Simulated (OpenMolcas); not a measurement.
# Au⁶⁺ among point charges: CASSCF and CASPT2 levels and susceptibility, part 2 of 2

How does a field of 6 point charges split the states of Au⁶⁺, and what χT follows?

OpenMolcas 26.06; ANO-RCC-VDZP, DKH2, active space 5 electrons in 5 orbitals (5d), orbitals: per spin and parity. Surroundings: 6 point charges of -1.7 e arranged as a tetragonal octahedron (D4h), 1.79 Å from the ion, with the axial distance 1.557 Å. Earlier steps stand in the parts before.

**7. CASPT2: IPEA 0.25, imaginary shift 0.1 (closed shells correlated: 5s 5p)**

The input, a.inp:

```
>>> COPY JOB001 $Project.JobIph
&CASPT2
Multistate=1 1
Frozen=14 16
IPEA=0.25
Imaginary=0.1
MaxIter=60
WThr=0.0 0.3 0.05
PrWF=0.5
NoMix
>>> COPY JOB002 $Project.JobIph
&CASPT2
Multistate=24 1 2 3 4 5 6 7 8 9 10 11 12 13 14 15 16 17 18 19 20 21 22
23 24
NoMult
Frozen=14 16
IPEA=0.25
Imaginary=0.1
MaxIter=60
WThr=0.0 0.3 0.05
PrWF=0.5
NoMix
>>> COPY JOB003 $Project.JobIph
&CASPT2
Multistate=75 1 2 3 4 5 6 7 8 9 10 11 12 13 14 15 16 17 18 19 20 21 22
23 24 25 26 27 28 29 30 31 32 33 34 35 36 37 38 39 40 41 42 43 44 45 46
47 48 49 50 51 52 53 54 55 56 57 58 59 60 61 62 63 64 65 66 67 68 69 70
71 72 73 74 75
NoMult
Frozen=14 16
IPEA=0.25
Imaginary=0.1
MaxIter=60
WThr=0.0 0.3 0.05
PrWF=0.5
NoMix
```

The log of the run:

```text
Orbital specifications:
      -----------------------

      Symmetry species                           1   2
                                                ag  au
      Frozen orbitals                           14  16
      Inactive orbitals                          1   3
      Active orbitals                            5   0
      Secondary orbitals                         7  13
      Deleted orbitals                           0   0
      Number of basis functions                 27  32
Type of calculation                        SS-CASPT2
      Fock operator                              state-specific
      IPEA shift                                 0.25
      Real shift                                 0.00
      Imaginary shift                            0.10
      The input orbitals will be transformed to quasi-canonical
Reference energy:      -19003.9460331043
      E2 (Non-variational):      -0.1478421027
      Shift correction:          -0.0000521500
      E2 (Variational):          -0.1478942527
      Total energy:          -19004.0939273569
      Residual norm:              0.0000007714
      Reference weight:           0.97364
      Contributions to the CASPT2 correlation energy
      Active & Virtual Only:         -0.0319122458
      One Inactive Excited:          -0.0784062483
      Two Inactive Excited:          -0.0375236085
::    CASPT2 Root  1     Total energy: -19004.09392736
Orbital specifications:
      -----------------------

      Symmetry species                           1   2
                                                ag  au
      Frozen orbitals                           14  16
      Inactive orbitals                          1   3
      Active orbitals                            5   0
      Secondary orbitals                         7  13
      Deleted orbitals                           0   0
      Number of basis functions                 27  32
Type of calculation                        SS-CASPT2
      Fock operator                              state-specific
      IPEA shift                                 0.25
      Real shift                                 0.00
      Imaginary shift                            0.10
      The input orbitals will be transformed to quasi-canonical
Reference energy:      -19003.8471449339
      E2 (Non-variational):      -0.1554467158
      Shift correction:          -0.0000572521
      E2 (Variational):          -0.1555039679
      Total energy:          -19004.0026489018
      Residual norm:              0.0000002906
      Reference weight:           0.97235
      Contributions to the CASPT2 correlation energy
      Active & Virtual Only:         -0.0362261454
      One Inactive Excited:          -0.0782082085
      Two Inactive Excited:          -0.0410123619
Reference energy:      -19003.8471449338
      E2 (Non-variational):      -0.1554467012
      Shift correction:          -0.0000572520
      E2 (Variational):          -0.1555039532
      Total energy:          -19004.0026488870
      Residual norm:              0.0000002906
      Reference weight:           0.97235
      Contributions to the CASPT2 correlation energy
      Active & Virtual Only:         -0.0362261285
      One Inactive Excited:          -0.0782082067
      Two Inactive Excited:          -0.0410123659
::    CASPT2 Root  1     Total energy: -19004.00264890
::    CASPT2 Root  2     Total energy: -19004.00264889
::    CASPT2 Root  3     Total energy: -19004.00324931
::    CASPT2 Root  4     Total energy: -19003.98085926
::    CASPT2 Root  5     Total energy: -19003.97090678
::    CASPT2 Root  6     Total energy: -19003.96212805
::    CASPT2 Root  7     Total energy: -19003.96212804
::    CASPT2 Root  8     Total energy: -19003.95551216
::    CASPT2 Root  9     Total energy: -19003.95491425
::    CASPT2 Root 10     Total energy: -19003.94438793
::    CASPT2 Root 11     Total energy: -19003.94123438
::    CASPT2 Root 12     Total energy: -19003.93870142
::    CASPT2 Root 13     Total energy: -19003.93870142
::    CASPT2 Root 14     Total energy: -19003.92617683
::    CASPT2 Root 15     Total energy: -19003.91078899
::    CASPT2 Root 16     Total energy: -19003.90012865
::    CASPT2 Root 17     Total energy: -19003.90012866
::    CASPT2 Root 18     Total energy: -19003.86505237
::    CASPT2 Root 19     Total energy: -19003.86248593
::    CASPT2 Root 20     Total energy: -19003.86248593
::    CASPT2 Root 21     Total energy: -19003.84093474
::    CASPT2 Root 22     Total energy: -19003.84093473
::    CASPT2 Root 23     Total energy: -19003.83470998
::    CASPT2 Root 24     Total energy: -19003.80053747
Orbital specifications:
      -----------------------

      Symmetry species                           1   2
                                                ag  au
      Frozen orbitals                           14  16
      Inactive orbitals                          1   3
      Active orbitals                            5   0
      Secondary orbitals                         7  13
      Deleted orbitals                           0   0
      Number of basis functions                 27  32
Type of calculation                        SS-CASPT2
      Fock operator                              state-specific
      IPEA shift                                 0.25
      Real shift                                 0.00
      Imaginary shift                            0.10
      The input orbitals will be transformed to quasi-canonical
Reference energy:      -19003.8057208669
      E2 (Non-variational):      -0.1569199903
      Shift correction:          -0.0000551826
      E2 (Variational):          -0.1569751729
      Total energy:          -19003.9626960398
      Residual norm:              0.0000001170
      Reference weight:           0.97245
      Contributions to the CASPT2 correlation energy
      Active & Virtual Only:         -0.0366632519
      One Inactive Excited:          -0.0796623174
      Two Inactive Excited:          -0.0405944210
Reference energy:      -19003.8057208669
      E2 (Non-variational):      -0.1569199889
      Shift correction:          -0.0000551826
      E2 (Variational):          -0.1569751715
      Total energy:          -19003.9626960384
      Residual norm:              0.0000001170
      Reference weight:           0.97245
      Contributions to the CASPT2 correlation energy
      Active & Virtual Only:         -0.0366632509
      One Inactive Excited:          -0.0796623170
      Two Inactive Excited:          -0.0405944210
::    CASPT2 Root  1     Total energy: -19003.96269604
::    CASPT2 Root  2     Total energy: -19003.96269604
::    CASPT2 Root  3     Total energy: -19003.94941914
::    CASPT2 Root  4     Total energy: -19003.93333602
::    CASPT2 Root  5     Total energy: -19003.93333602
::    CASPT2 Root  6     Total energy: -19003.93115617
::    CASPT2 Root  7     Total energy: -19003.92876801
::    CASPT2 Root  8     Total energy: -19003.92705148
::    CASPT2 Root  9     Total energy: -19003.92638753
::    CASPT2 Root 10     Total energy: -19003.92638753
::    CASPT2 Root 11     Total energy: -19003.91338993
::    CASPT2 Root 12     Total energy: -19003.90772709
::    CASPT2 Root 13     Total energy: -19003.91109392
::    CASPT2 Root 14     Total energy: -19003.89774371
::    CASPT2 Root 15     Total energy: -19003.89743755
::    CASPT2 Root 16     Total energy: -19003.89743755
::    CASPT2 Root 17     Total energy: -19003.90017833
::    CASPT2 Root 18     Total energy: -19003.89669410
::    CASPT2 Root 19     Total energy: -19003.88531597
::    CASPT2 Root 20     Total energy: -19003.88677323
::    CASPT2 Root 21     Total energy: -19003.88631068
::    CASPT2 Root 22     Total energy: -19003.87871545
::    CASPT2 Root 23     Total energy: -19003.87871545
::    CASPT2 Root 24     Total energy: -19003.87606445
::    CASPT2 Root 25     Total energy: -19003.87606445
::    CASPT2 Root 26     Total energy: -19003.87593363
::    CASPT2 Root 27     Total energy: -19003.87052059
::    CASPT2 Root 28     Total energy: -19003.85909222
::    CASPT2 Root 29     Total energy: -19003.85477479
::    CASPT2 Root 30     Total energy: -19003.85477480
```

This run: 8.1 s of run time, 1 thread of Arm Neoverse V1, shared host.

SS-CASPT2: lowest energy less the reference's lowest, -0.1479 hartree; reference weights 0.966 to 0.974.

Spin-free states, with their symmetry labels:

```csv
state,degeneracy,E (cm-1),free-ion L (%)
6A1,1,0,S (100)
4B2,1,19902,G (49)
4E,2,20033,G (59)
4A2,1,24816,G (67)
4B1,1,27000,G (76)
2E,2,28802,I (39)
4E,2,28927,G (91)
4A1,1,30379,G (100)
4A1,1,30510,G (100)
2B2,1,31716,I (48)
4B2,1,32820,D (56)
4B1,1,33512,D (75)
4E,2,34068,D (72)
2E,2,35246,I (58)
2B1,1,35724,I (64)
2A1,1,36248,I (43)
2A2,1,36625,I (51)
2E,2,36771,I (58)
4A1,1,36817,D (100)
2B2,1,39623,I (49)
2A2,1,40127,F (50)
4A2,1,40194,P (67)
2B1,1,40866,I (59)
2B2,1,42523,I (32)
```

With spin-orbit coupling:

| E (cm-1) | Degeneracy | Label | 2S+1 | g |
| --- | --- | --- | --- | --- |
| 0 | 2 | E3/2 | 6 | 3.41 3.41 5.56 |
| 530 | 2 | E3/2 | 6 | 1.88 3.54 3.54 |
| 1670 | 2 | E1/2 | 6 | 1.89 5.65 5.65 |
| 13890 | 2 | E3/2 | 2 | 0.13 2.47 2.47 |
| 16850 | 2 | E3/2 | 4 | 1.12 3.24 3.24 |
| 20680 | 2 | E1/2 | 4 | 0.14 0.14 8.40 |
| 21570 | 2 | E1/2 | 4 | 0.23 0.23 0.72 |
| 23600 | 2 | E3/2 | 4 | 0.79 1.19 1.19 |
| 25200 | 2 | E1/2 | 4 | 0.35 0.35 1.41 |
| 26070 | 2 | E3/2 | 4 | 0.32 0.32 3.66 |
| 26640 | 2 | E1/2 | 4 | 0.05 0.05 2.84 |
| 26870 | 2 | E3/2 | 4 | 0.70 1.89 1.89 |
| 27920 | 2 | E1/2 | 2 | 0.35 0.35 8.95 |
| 28750 | 2 | E3/2 | 4 | 1.89 2.22 2.22 |
| 29420 | 2 | E3/2 | 4 | 0.35 0.35 5.26 |
| 29750 | 2 | E1/2 | 4 | 0.63 0.79 0.79 |
| 30930 | 2 | E1/2 | 4 | 0.52 0.52 4.07 |
| 32200 | 2 | E3/2 | 4 | 0.50 4.29 4.29 |
| 32460 | 2 | E3/2 | 4 | 2.07 3.34 3.34 |
| 32700 | 2 | E1/2 | 4 | 0.84 0.84 2.52 |
| 33970 | 2 | E3/2 | 4 | 1.45 1.45 3.05 |
| 34190 | 2 | E3/2 | 4 | 1.91 2.93 2.93 |
| 34260 | 2 | E1/2 | 4 | 3.12 3.12 3.97 |
| 35640 | 2 | E1/2 | 4 | 1.58 1.58 2.14 |

Powder χT (cm³ K/mol): 1.70 at 2 K, 1.71 at 5 K, 1.74 at 10 K, 1.78 at 20 K, 1.91 at 50 K, 2.12 at 100 K, 2.32 at 150 K, 2.50 at 200 K, 2.65 at 250 K, 2.77 at 300 K.

**8. The methods side by side**

A. CASSCF
B. SS-CASPT2, IPEA 0.25, imaginary shift 0.1 (closed shells correlated: 5s 5p)

```csv
method,ground state,first gap with spin-orbit (cm-1),χT at 300 K
A,6A1,441.0,3.01
B,6A1,525.4,2.77
```

**9. Results**

The summary covers parts 1 to 2.

| quantity | value |
| --- | --- |
| method | SS-CASPT2, IPEA 0.25, imaginary shift 0.1 (closed shells correlated: 5s 5p) |
| spin-free ground state | 6A1, 1-fold in its orbital part |
| lowest level | 2-fold E3/2, g = 3.41, 3.41, 5.56 |
| next level | 525.4 cm⁻¹ |
| χT at 300 K | 2.77 cm³ K/mol |
| effective moment at 300 K | 4.70 μB |

Cost by method:

```csv
method,time of its own steps,time with the reference
A. CASSCF,25 s,25 s
"B. SS-CASPT2, IPEA 0.25, imaginary shift 0.1, +5s 5p",8.1 s,33 s
```

Times are of one thread on a shared host.

**Reading.** The spin-free ground state (6A1) comes to 100 % from free-ion S terms and keeps the highest spin of the shell. χT at 300 K is 2.77, against 4.39 cm³ K/mol for the spin alone, so spin-orbit coupling lowers it. An active space of the d shell alone favours high spin; real ions in strong fields can be low spin. The field of point charges can differ much from that of real complexes. With metal d orbitals alone active, the gaps between spin states are rough; where two lie within a few thousand cm-1, their order is open. This is an electrostatic model: the charges have no orbitals.
